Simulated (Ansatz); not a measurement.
# FO3W ([WO3F]-): the cost of one run

The runs use Ansatz 0.2.0, Gaussian basis; the settings change from run to run.

### Step 1. The geometry

The geometry comes from an earlier relaxation with r2SCAN-D4/def2-SVPD; it is a stationary point. W takes a core potential in def2 sets; no spin-orbit term is included.

5 atoms, charge -1, spin multiplicity 1.

Atoms are counted from 1 here; the program's logs count them from 0.

Bond lengths: W1–O2 1.757 Å, W1–O3 1.757 Å, W1–O4 1.757 Å, W1–F5 1.924 Å. Angles: O2–W1–O3 109.1°, O2–W1–O4 109.1°, O2–W1–F5 109.8°, O3–W1–O4 109.1°, O3–W1–F5 109.8°, O4–W1–F5 109.8°.

### Step 2. PBE0/x2c-TZVPPall

Set apart from the defaults: the search for lower states set to off.

The input, in.yaml:

```yaml
crystal:
  periodic: [false, false, false]
  atoms:
    - {symbol: W, position_ang: [0.012919, 0.022284, 0.009334]}
    - {symbol: O, position_ang: [0.029296, 0.013264, 1.766070]}
    - {symbol: O, position_ang: [1.667300, 0.041388, -0.581485]}
    - {symbol: O, position_ang: [-0.814586, 1.467150, -0.551030]}
    - {symbol: F, position_ang: [-0.894919, -1.544096, -0.642900]}
basis:
  gaussian: {orbitals: x2c-TZVPPall}
total_charge: -1
hamiltonian: {xc: {name: PBE0}}
scf: {lower_state_search: off}
output: {forces: true}
```

Command:

```sh
$ ansatz run in.yaml --threads 4 --pin off --events-out ev --progress --plain --max-ram 3916MiB
```

Q: Estimate wall time and peak memory on 4 threads of Arm Neoverse V2, shared host.

About 6 s, with a peak of 0.85 GiB.
